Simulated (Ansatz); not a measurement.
# Sn2PbS3: the cost of one run

Method: DFT PBE, scalar-relativistic, plane waves, PAW, in Ansatz 0.2.0.

1 further run of the same task is left out (it didn't finish).

### 1 The system as given

It takes space group I4/mmm (No. 139, tetragonal). The conventional cell has a = 4.177 Å, b = 4.177 Å, c = 17.720 Å, α = 90.00°, β = 90.00°, γ = 90.00°. Around Sn (site symmetry 4mm) lie 6 S at 2.87 to 2.97 Å. Pb (site symmetry 4/mmm) is surrounded by 6 S at 2.95 to 3.01 Å. S (site symmetry 4mm) is surrounded by 5 Sn at 2.87 to 2.95 Å and 1 Pb at 3.01 Å. Around S (site symmetry 4/mmm) lie 4 Pb at 2.95 Å and 2 Sn at 2.97 Å.

Coordinates:

```
CELL_PARAMETERS angstrom
-2.08863 2.08863 8.86024
2.08863 -2.08863 8.86024
2.08863 2.08863 -8.86024
ATOMIC_POSITIONS crystal
Sn 0.66785 0.66785 0.00000
Sn 0.33215 0.33215 0.00000
Pb 0.00000 0.00000 0.00000
S 0.82990 0.82990 0.00000
S 0.50000 0.50000 0.00000
S 0.17010 0.17010 0.00000
```

The start is the relaxed end of an invented cell (made as: elements ordered on the sites of the SnS type, Pb/Sn on Sn (I4/mmm, No. 139)), taken up again for a closer look.

### 2 Probe: one point on a coarse mesh

File input.yaml:

```yaml
crystal:
  lattice:
    - [-2.0886292, 2.0886292, 8.8602369]
    - [2.0886292, -2.0886292, 8.8602369]
    - [2.0886292, 2.0886292, -8.8602369]
  atoms:
    - { symbol: Sn, position: [0.667855, 0.667855, 0.0] }
    - { symbol: Sn, position: [0.332145, 0.332145, 0.0] }
    - { symbol: Pb, position: [0.0, 0.0, 0.0] }
    - { symbol: S, position: [0.8299, 0.8299, 0.0] }
    - { symbol: S, position: [0.5, 0.5, 0.0] }
    - { symbol: S, position: [0.1701, 0.1701, 0.0] }
basis:
  ecutwfc: 420
kpoints:
  mp_grid: { grid: [6, 6, 6] }
hamiltonian:
  xc: pbe
scf:
  occupations: { method: gaussian, width: 0.1 }
  lower_state_search: "off"
output:
  forces: true
  stress: true
  eigenvalues: true
```

Run with:

```console
$ ansatz run input.yaml --threads 4 --pin off --max-ram 8192MiB --backend cpu --events-out ev --progress --plain --runs-dir out
```

**Question.** How long does this run take on 4 threads of Arm Neoverse V2, shared host, and how much memory does it need?

About 2.3 s, with a peak of 0.55 GiB.
